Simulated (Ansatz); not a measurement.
# C3H7FOSi: the cost of one run

Method: RKS PBE/def2-SVP, in Ansatz 0.2.0.

**1. The system as given**

Bond lengths: C1–C2 1.360 Å, C2–F3 1.327 Å, C2–Si4 1.823 Å, Si4–C5 1.810 Å, Si4–O6 1.712 Å, C1–H7 1.035 Å, C1–H8 1.087 Å, Si4–H9 1.498 Å, C5–H10 1.125 Å, C5–H11 1.055 Å, C5–H12 1.085 Å, O6–H13 0.936 Å. Angles (14 of 19 angles, heavy atoms first): C1–C2–F3 115.4°, C1–C2–Si4 130.3°, F3–C2–Si4 114.3°, C2–Si4–C5 114.6°, C2–Si4–O6 110.6°, C5–Si4–O6 112.3°, C2–C1–H7 122.2°, C2–C1–H8 116.3°, C2–Si4–H9 107.8°, C5–Si4–H9 108.9°, O6–Si4–H9 101.7°, Si4–C5–H10 108.3°, Si4–C5–H11 110.7°, Si4–C5–H12 112.9°.

Coordinates:

```xyz
13

C    -0.0281   -2.2329    0.9457
C     0.4204   -1.1167    0.3107
F     1.7300   -1.0680    0.1008
Si   -0.4905    0.3419   -0.2934
C     0.5364    1.5832   -1.1188
O    -1.4455    1.0148    0.9580
H     0.6117   -2.9844    1.2579
H    -1.0986   -2.2851    1.1294
H    -1.5371   -0.1373   -1.2516
H     1.2710    1.9877   -0.3696
H     1.0694    1.1531   -1.9219
H    -0.0329    2.4399   -1.4656
H    -0.9859    1.2691    1.7332
```

**2. Relaxing end A**

File input.yaml:

```yaml
crystal:
  periodic: [false, false, false]
  atoms:
    - { symbol: C, position_ang: [-0.0281, -2.2329, 0.9457] }
    - { symbol: C, position_ang: [0.4204, -1.1167, 0.3107] }
    - { symbol: F, position_ang: [1.73, -1.068, 0.1008] }
    - { symbol: Si, position_ang: [-0.4905, 0.3419, -0.2934] }
    - { symbol: C, position_ang: [0.5364, 1.5832, -1.1188] }
    - { symbol: O, position_ang: [-1.4455, 1.0148, 0.958] }
    - { symbol: H, position_ang: [0.6117, -2.9844, 1.2579] }
    - { symbol: H, position_ang: [-1.0986, -2.2851, 1.1294] }
    - { symbol: H, position_ang: [-1.5371, -0.1373, -1.2516] }
    - { symbol: H, position_ang: [1.271, 1.9877, -0.3696] }
    - { symbol: H, position_ang: [1.0694, 1.1531, -1.9219] }
    - { symbol: H, position_ang: [-0.0329, 2.4399, -1.4656] }
    - { symbol: H, position_ang: [-0.9859, 1.2691, 1.7332] }
basis:
  gaussian: { orbitals: def2-SVP }
hamiltonian:
  xc: pbe
relax:
  f_tol: 0.02
  max_steps: 50
```

Run with:

```console
$ ansatz run input.yaml --threads 2 --pin off --max-ram 3072MiB --backend cpu --events-out ev --progress --plain --runs-dir out
```

**Question.** How long does this run take on 2 threads of Intel Xeon Platinum 8488C (Sapphire Rapids), shared host, and how much memory does it need?

About 37 s, with a peak of 0.18 GiB.
